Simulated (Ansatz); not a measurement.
Write a Python script for the Python package of Ansatz (0.2.0) that makes a formation energy from the elements of ReTc and its elements. Use (first run): mr2scan, PAW, cutoff 450 eV, Gaussian smearing of 0.05 eV.

`formation_retc.py`
```python
"""Is ReTc bound against its elements, after relaxing cells and atoms."""

from collections import Counter
from dataclasses import dataclass
import warnings

import ansatz as az
from ase import Atoms
import numpy as np


@dataclass(frozen=True)
class RunConfig:
    functional: str = "mr2scan"
    cutoff: int = 450
    tolerance: float = 1e-05
    max_iterations: int = 150
    kspacing: float = 0.39
    occupations: str = "gaussian"
    width_ev: float = 0.05


opts = RunConfig()


def run_phase(name, crystal):
    calc = (
        crystal.calculation()
        .functional(opts.functional)
        .basis(opts.cutoff, xc_grid=3)  # cutoff of the orbital basis
        .mixing("msr1", preconditioner="none")
        .scf(tolerance=opts.tolerance, max_iterations=opts.max_iterations, lower_state_search="light")
        .kpoints(spacing=opts.kspacing)
        .occupations(opts.occupations, width=opts.width_ev)  # fractional filling near the Fermi level
        .stress()
    )
    calc = calc.relax(force_tolerance=0.01, cell=True)
    return calc.run(threads=1, backend="cpu")


def counts(outcome):
    return Counter(site.symbol for site in outcome.lattice.sites)

def formation_energy(outcome, mu):
    n = counts(outcome)
    return (outcome.report["energy_sigma0_ev"] - sum(k * mu[element] for element, k in n.items())) / sum(n.values())


def volume_per_atom(outcome):
    return abs(np.linalg.det(outcome.lattice.cell_ang)) / len(outcome.lattice.sites)

warnings.simplefilter("ignore", az.DeckWarning)

phases = {}
atoms = Atoms(
    ["Tc", "Re"],
    scaled_positions=[
        [0.0, 0.0, 0.0],
        [1 / 3, 2 / 3, 0.5],
    ],
    cell=[
        [2.749299, 0.0, 0.0],
        [-1.37465, 2.380963, 0.0],
        [0.0, 0.0, 4.440267],
    ],
    pbc=True,
)
retc = az.Crystal.from_ase(atoms)
phases["ReTc"] = retc
tc = (
    az.Lattice.from_parameters(2.74, 2.74, 4.398, alpha=90, beta=90, gamma=120)
    .space_group(194)
    .atom("Tc", [1 / 3, 2 / 3, 0.25])
)
phases["Tc"] = tc
re_cell = (
    az.Lattice.of([2.7608, 0.0, 0.0], [-1.3804, 2.390923, 0.0], [0.0, 0.0, 4.4582])
    .atom("Re", [1 / 3, 2 / 3, 0.25])
    .atom("Re", [2 / 3, 1 / 3, 0.75])
)
phases["Re"] = re_cell

done = {}
for name, crystal in phases.items():
    done[name] = run_phase(name, crystal)
    print(f"{name}: {done[name].report['energy_sigma0_ev']:.4f} eV, {len(done[name].lattice.sites)} atoms")

# energy of one atom in its reference phase
references = {"Tc": "Tc", "Re": "Re"}
mu = {element: done[name].report["energy_sigma0_ev"] / len(done[name].lattice.sites) for element, name in references.items()}

target = done["ReTc"]
heat = formation_energy(target, mu)
n = counts(target)
print("cell content:", dict(n), " volume", round(volume_per_atom(target), 3), "A^3/atom")
print("formation energy", round(heat, 4), "eV/atom,", round(heat * sum(n.values()), 4), "eV per cell")
print("bound against the elements" if heat < 0 else "unbound against the elements")
```

```console
$ python formation_retc.py
ReTc: -16290.4239 eV, 2 atoms
Tc: -10819.1878 eV, 2 atoms
Re: -21761.6178 eV, 2 atoms
cell content: {<Element.TC: 'Tc'>: 1, <Element.RE: 'Re'>: 1}  volume 14.46 A^3/atom
formation energy -0.0106 eV/atom, -0.0212 eV per cell
bound against the elements
```

Reading the output:
- The settings weren't tested for convergence.
- The cutoff lies under the one recommended for these potentials.
- The program warned that this SCF threshold is loose for forces or stresses.
- The meshes are coarse for the metals among these phases, whose energies can be off by up to 40 meV an atom.
- Spin-orbit coupling, which matters for elements this heavy, is left out.
- The cells come from databases of deposited and of computed structures, and not all need be stable phases.
- The compound is the structure given, not necessarily its lowest; energies are at zero temperature, with no correction for gases. A semilocal functional's error on such energies is often 0.05 to 0.1 eV an atom, and 0.1 to 0.3 eV against gases such as O2 or F2.
- The script silences the warnings on its input, which a real study should read.
- It ran for 32 s on 1 thread of Arm Neoverse V1 (shared host), peak memory 0.41 GiB.
